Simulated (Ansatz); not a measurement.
# CH4FSeSn radical: small, medium and large basis sets

Aim: see how fast density functionals converge with the basis set for CH4FSeSn radical.

Program: Ansatz 0.2.0, Gaussian basis. Level of theory: one geometry, several basis sets. These are calculated values, not measurements.

Levels to be run: PBE0-D4/def2-SVP; ωB97M-V/def2-SVP; PBE0-D4/def2-QZVPP; ωB97M-V/def2-QZVPP; the functionals' def2-TZVPP values are taken from earlier runs.

## (1) The geometry

The geometry comes from an earlier relaxation with PBE0-D4 in a triple-zeta def2 set; it is a stationary point, not always the lowest conformer. Sn takes the def2 core potential; no spin-orbit term is included.

SMILES `[CH3][Sn]([F])[SeH]`, 8 atoms, charge 0, spin multiplicity 2.

Atoms are counted from 1 here; the program's logs count them from 0.

Bond lengths: C1–Sn2 2.168 Å, C1–H5 1.089 Å, C1–H6 1.088 Å, C1–H7 1.091 Å, Sn2–F3 1.941 Å, Sn2–Se4 2.559 Å, Se4–H8 1.470 Å. Angles: Sn2–C1–H5 109.3°, Sn2–C1–H6 109.5°, Sn2–C1–H7 105.8°, H5–C1–H6 110.6°, H5–C1–H7 110.9°, H6–C1–H7 110.6°, C1–Sn2–F3 103.0°, C1–Sn2–Se4 109.9°, F3–Sn2–Se4 102.7°, Sn2–Se4–H8 89.2°.

## (2) PBE0-D4 in def2-SVP

in.yaml reads:

```yaml
crystal:
  periodic: [false, false, false]
  atoms:
    - {symbol: C, position_ang: [-0.211999, 1.391365, -0.441325]}
    - {symbol: Sn, position_ang: [-0.216427, -0.288931, 0.928543]}
    - {symbol: F, position_ang: [1.666593, -0.522341, 1.337690]}
    - {symbol: Se, position_ang: [-0.786404, -2.440037, -0.334763]}
    - {symbol: H, position_ang: [-1.165061, 1.428302, -0.967495]}
    - {symbol: H, position_ang: [-0.044648, 2.312394, 0.114062]}
    - {symbol: H, position_ang: [0.608368, 1.207210, -1.135843]}
    - {symbol: H, position_ang: [0.241678, -3.145061, 0.443331]}
basis:
  gaussian: {orbitals: def2-SVP}
magnetization: {spin_polarized: true, initial_magnetization: 1}
hamiltonian: {xc: pbe0, dispersion: d4}
output: {orbitals: {seedname: orbitals}}
```

The run is started by

```
> ansatz run in.yaml --threads 2 --pin off --events-out ev --progress --plain --max-ram 32768MiB --backend cpu
```

After this run come: ωB97M-V in def2-SVP; PBE0-D4 in def2-QZVPP; ωB97M-V in def2-QZVPP.

Q: Predict the results of all the runs planned. Wanted: PBE0-D4: double and triple zeta above quadruple; ωB97M-V: double and triple zeta above quadruple.

**Answer**, as computed:

```
                                       quantity           value
PBE0-D4: double and triple zeta above quadruple  14.76, 1.67 eV
ωB97M-V: double and triple zeta above quadruple  14.86, 1.62 eV
```

In words: For PBE0-D4 the step from double to triple zeta gains 13.09 eV and the next only 1.67 eV. These are total energies; as a rule much of such shifts cancels in differences, which this series doesn't test.
